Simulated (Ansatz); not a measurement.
# ClF3H3OW: the cost of one run

Program: Ansatz 0.2.0. Level of theory: UKS PBE/def2-SVP. These are calculated values, not measurements.

### 1 The structure to begin with

Bond lengths: W1–Cl2 2.640 Å, W1–H3 1.720 Å, W1–F4 1.850 Å, W1–F5 1.850 Å, W1–F6 1.850 Å, W1–O7 1.940 Å, O7–H8 1.010 Å. Angles (14 of 16 angles, heavy atoms first): Cl2–W1–F4 90.0°, Cl2–W1–F5 90.0°, Cl2–W1–F6 90.0°, Cl2–W1–O7 180.0°, F4–W1–F5 90.0°, F4–W1–F6 180.0°, F4–W1–O7 90.0°, F5–W1–F6 90.0°, F5–W1–O7 90.0°, F6–W1–O7 90.0°, Cl2–W1–H3 90.0°, H3–W1–F4 90.0°, H3–W1–F5 180.0°, H3–W1–F6 90.0°.

Coordinates:

```xyz
9

W     0.0000    0.0000    0.0000
Cl    0.0000    0.0000    2.6400
H     1.7200    0.0000    0.0000
F     0.0000    1.8500    0.0000
F    -1.8500    0.0000    0.0000
F     0.0000   -1.8500    0.0000
O     0.0000    0.0000   -1.9400
H     0.5278    0.7924   -2.2771
H     0.0000    0.0000    4.3100
```

### 2 Pulling towards end A

Springs on the bonds that form and break draw the guess towards this end; the thresholds are loose.

input.yaml

```yaml
crystal:
  periodic: [false, false, false]
  atoms:
    - { symbol: W, position_ang: [0.0, 0.0, 0.0] }
    - { symbol: Cl, position_ang: [0.0, 0.0, 2.64] }
    - { symbol: H, position_ang: [1.72, 0.0, 0.0] }
    - { symbol: F, position_ang: [0.0, 1.85, 0.0] }
    - { symbol: F, position_ang: [-1.85, 0.0, 0.0] }
    - { symbol: F, position_ang: [0.0, -1.85, 0.0] }
    - { symbol: O, position_ang: [0.0, 0.0, -1.94] }
    - { symbol: H, position_ang: [0.5278, 0.7924, -2.2771] }
    - { symbol: H, position_ang: [0.0, 0.0, 4.31] }
magnetization:
  spin_polarized: true
  initial_magnetization: 1
basis:
  gaussian: { orbitals: def2-SVP }
hamiltonian:
  xc: pbe
relax:
  f_tol: 0.15
  max_steps: 25
  restrain:
    - { distance: [1, 8], at: 2.57, k: 30.0 }
    - { distance: [0, 1], at: 2.39, k: 30.0 }
output:
  orbitals: {}
```

Started as:

```console
$ ansatz run input.yaml --threads 4 --pin off --max-ram 5120MiB --backend cpu --events-out ev --progress --plain --runs-dir out
```

Q: Estimate wall time and peak memory on 4 threads of Arm Neoverse V1, shared host.

About 67 s, with a peak of 0.34 GiB.
